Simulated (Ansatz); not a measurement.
# TlGaSe2: a single-point run

Aim: a sound single-point run of TlGaSe2. The structure is shown as the input types it. The cell is built on a prototype (ordering on rocksalt) and needn't be the phase found in nature.

Program: Ansatz 0.2.0. Level of theory: density functional or hybrid calculation with the settings of its input, plane waves (as first typed). These are calculated values, not measurements.

## Step 1: The system as given

It takes space group P4/mmm (No. 123, tetragonal). The conventional cell has a = 4.167 Å, b = 4.167 Å, c = 5.592 Å, α = 90.00°, β = 90.00°, γ = 90.00°. Tl (site symmetry 4/mmm) has 6 Se at 2.80 to 2.95 Å as nearest neighbours. Around Se (site symmetry 4/mmm) lie 2 Tl at 2.80 Å and 4 Ga at 2.95 Å. Around Ga (site symmetry 4/mmm) lie 6 Se at 2.80 to 2.95 Å. Se (site symmetry 4/mmm) has 2 Ga at 2.80 Å and 4 Tl at 2.95 Å as nearest neighbours.

Structure file:

```
Tl Se Ga
1.0
     4.16656    0.00000    0.00000
     0.00000    4.16656    0.00000
     0.00000    0.00000    5.59187
Tl Se Ga
1 2 1
Cartesian
  0.0000 0.0000 0.0000
  0.0000 0.0000 2.7959
  2.0833 2.0833 0.0000
  2.0833 2.0833 2.7959
```

## Step 2: The calculation

input.yaml

```yaml
crystal:
  lattice:
    - [4.1665597905, 0.0, 0.0]
    - [0.0, 4.1665597905, 0.0]
    - [0.0, 0.0, 5.5918656613]
  atoms:
    - { symbol: Tl, position: [0.0, 0.0, 0.0] }
    - { symbol: Se, position: [0.0, 0.0, 0.5] }
    - { symbol: Ga, position: [0.5, 0.5, 0.5] }
    - { symbol: Se, position: [0.5, 0.5, 0.0] }
kpoints:
  mp_grid: { grid: [4, 4, 4] }
hamiltonian:
  xc: r2scan
scf:
  occupations: { method: fermi_dirac, width: 0.02 }
  n_extra_bands: 5
  convergence: { dr2_threshold: 1.0 }
  max_iter: 56
output:
  forces: true
  stress: true
  eigenvalues: true
```

Run with:

```
$ ansatz run input.yaml --threads 4 --pin off --max-ram 3686MiB --backend cpu --events-out ev --progress --plain --runs-dir out
```

**Question.** How will this run end, and is anything wrong with its input?

The program finished normally, with warnings (force scf threshold loose, published levels not confirmed, stress scf threshold loose). Its log warns: «scf.convergence.dr2_threshold = 1e0 eV is looser than this run's default, which is 1e-7 eV or tighter. The error in the forces grows as the threshold's square root ...»

The suspect setting: scf.convergence.dr2_threshold is 1.0. With so loose a criterion, "converged" says little: forces and stress carry the leftover error to first order.

The test: delete scf.convergence.dr2_threshold (the default then holds).
